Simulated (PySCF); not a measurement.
# Cl5Pb (Pb(Cl)5-): the cost of one run

Method: BP86, Pb def2-SVP with ECP60, Cl def2-SVP; scalar-relativistic core potentials, no spin–orbit coupling; program: PySCF 2.14.0.

2 further runs of the same task are left out: 1 for a known fault of the program, 1 that didn't finish. Runs told in other sessions of the task aren't counted.

**1. Where the work starts**

6 atoms, charge -1, spin multiplicity 1.

Bond lengths: Pb1–Cl2 2.514 Å, Pb1–Cl3 2.555 Å, Pb1–Cl4 2.555 Å, Pb1–Cl5 2.555 Å, Pb1–Cl6 2.555 Å. Angles: Cl2–Pb1–Cl3 102.7°, Cl2–Pb1–Cl4 102.7°, Cl2–Pb1–Cl5 102.7°, Cl2–Pb1–Cl6 102.7°, Cl3–Pb1–Cl4 87.2°, Cl3–Pb1–Cl5 154.5°, Cl3–Pb1–Cl6 87.2°, Cl4–Pb1–Cl5 87.2°, Cl4–Pb1–Cl6 154.5°, Cl5–Pb1–Cl6 87.2°.

Coordinates:

```xyz
6

Pb    0.0000    0.0000   -0.0270
Cl    0.0000    0.0000    2.4868
Cl    2.4925    0.0000   -0.5906
Cl    0.0000    2.4925   -0.5906
Cl   -2.4925    0.0000   -0.5906
Cl    0.0000   -2.4925   -0.5906
```

Formal oxidation states: Pb +4. An earlier session relaxed this geometry at BP86, Pb def2-SVP with ECP60, Cl def2-SVP (singlet, point group C4v).

Its energy there is -2493.768030 Eh.

**2. Multiplicity 3 at the relaxed geometry**

run.py (the lines that set the calculation)

```python
mol = gto.M(atom='''
Pb     0.00000     0.00000    -0.02695
Cl     0.00000     0.00000     2.48678
Cl     2.49250     0.00000    -0.59062
Cl     0.00000     2.49250    -0.59062
Cl    -2.49250     0.00000    -0.59062
Cl     0.00000    -2.49250    -0.59062''',
    basis={'Pb': 'def2-SVP', 'Cl': 'def2-SVP'},
    ecp={'Pb': 'def2-SVP'},
    charge=-1, spin=2)
mf = dft.UKS(mol, xc='B88,P86')
mf.grids.atom_grid = (50, 194)
mf = mf.density_fit()  # fitting sets: Pb def2-universal-JKFIT, Cl def2-universal-JKFIT
mf.conv_tol = 1e-08; mf.max_cycle = 55
mf.kernel(dm0)  # dm0: free metal ions and neutral atoms
```

Command:

```bash
$ OMP_NUM_THREADS=2 python run.py
```

**Question.** How long does this run take on 2 threads of Arm Neoverse V1, shared host?

About 7.2 s.
